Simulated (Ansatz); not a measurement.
# CoH2Pd: the cost of one run

Method: reference: DFT PBE, plane waves, PAW, scalar-relativistic, no spin polarisation, in Ansatz 0.2.0.

## 1. Starting point

It takes space group R-3m (No. 166, trigonal). Conventional cell: a = 2.801 Å, b = 2.801 Å, c = 17.602 Å, α = 90.00°, β = 90.00°, γ = 120.00°. Around Pd (site symmetry -3m) lie 2 H at 1.97 Å. Around Co (site symmetry -3m) lie 6 H at 1.88 Å. Around H (site symmetry 3m) lie 3 Co at 1.88 Å and 1 Pd at 1.97 Å.

As a file:

```
Pd Co H
1.0
     1.40035    2.42548    0.00000
    -1.40035    2.42548    0.00000
     0.00000   -1.61699    5.86721
Pd Co H
1 1 2
Cartesian
  0.0000 0.0000 0.0000
  0.0000 1.6170 2.9336
  0.0000 0.0000 1.9740
  0.0000 3.2340 3.8932
```

## 2. The reference run

Contents of input.yaml:

```yaml
crystal:
  lattice:
    - [1.400353, 2.425481, 0.0]
    - [-1.400353, 2.425481, 0.0]
    - [0.0, -1.616987, 5.867209]
  atoms:
    - { symbol: Pd, position: [0.0, 0.0, 0.0] }
    - { symbol: Co, position: [0.5, 0.5, 0.5] }
    - { symbol: H, position: [0.11215, 0.11215, 0.33645] }
    - { symbol: H, position: [0.88785, 0.88785, 0.66355] }
  symmetry: { tolerance: 0.0003 }
kpoints:
  mp_grid: { grid: [7, 7, 7], shift: [0, 0, 0] }
magnetization:
  spin_polarized: false
scf:
  occupations: { method: fermi_dirac, width: 0.0176 }
hamiltonian:
  pseudopotentials: { kind: paw }
  xc: pbe
basis:
  ecutwfc: 420
output:
  forces: true
  stress: true
  eigenvalues: true
  write_density: true
  write_potential: true
  elf: true
  volumetric_format: npy
relax:
  max_steps: 40
  cell: {}
```

Launch:

```
$ ansatz run input.yaml --threads 1 --pin off --max-ram 2560MiB --backend cpu --events-out ev --progress --plain --runs-dir out
```

Q: Estimate wall time and peak memory on 1 thread of Arm Neoverse V2, shared host.

About 32 s, with a peak of 0.35 GiB.
